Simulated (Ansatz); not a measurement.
# Te2Mo: the cost of one run

Method: DFT r2SCAN, scalar-relativistic, plane waves, PAW, in Ansatz 0.2.0.

## (1) The starting structure

Symmetry: P6_3/mmc, No. 194, hexagonal system. The conventional cell has a = 3.566 Å, b = 3.566 Å, c = 14.648 Å, α = 90.00°, β = 90.00°, γ = 120.00°. Te (site symmetry 3m) is surrounded by 3 Mo at 2.73 Å. Mo (site symmetry -6m2) has 6 Te at 2.73 Å as nearest neighbours.

Structure file:

```xyz
6
Lattice="3.5657 0.0000 0.0000 -1.7828 3.0879 0.0000 0.0000 0.0000 14.6478" Properties=species:S:1:pos:R:3 pbc="T T T"
Te    0.0000    2.0586    9.1962
Te    1.7828    1.0293    1.8723
Te    1.7828    1.0293    5.4516
Te    0.0000    2.0586   12.7755
Mo    0.0000    2.0586    3.6619
Mo    1.7828    1.0293   10.9858
```

(A quick probe on a coarse mesh, which set the mesh and smearing, is not shown.)

## (3) Relaxing cell and atoms

input.yaml reads:

```yaml
crystal:
  lattice:
    - [3.5656545593, 0.0, 0.0]
    - [-1.7828272797, 3.0879474295, 0.0]
    - [0.0, 0.0, 14.64777841]
  atoms:
    - { symbol: Te, position: [0.33333333, 0.66666667, 0.62782269] }
    - { symbol: Te, position: [0.66666667, 0.33333333, 0.12782269] }
    - { symbol: Te, position: [0.66666667, 0.33333333, 0.37217731] }
    - { symbol: Te, position: [0.33333333, 0.66666667, 0.87217731] }
    - { symbol: Mo, position: [0.33333333, 0.66666667, 0.25] }
    - { symbol: Mo, position: [0.66666667, 0.33333333, 0.75] }
basis:
  ecutwfc: 500
kpoints:
  mp_grid: { grid: [12, 12, 2] }
hamiltonian:
  xc: r2scan
scf:
  occupations: { method: gaussian, width: 0.02 }
output:
  forces: true
  stress: true
  eigenvalues: true
relax:
  adjacent_minimum: "off"
  f_tol: 0.01
  max_steps: 80
  cell: { stress_tol: 0.05 }
```

The run is started by

```bash
> ansatz run input.yaml --threads 1 --pin off --max-ram 3072MiB --backend cpu --events-out ev --progress --plain --runs-dir out
```

**Question.** How long does this run take on 1 thread of Arm Neoverse V2, shared host, and how much memory does it need?

About 2.4 min, with a peak of 0.91 GiB.
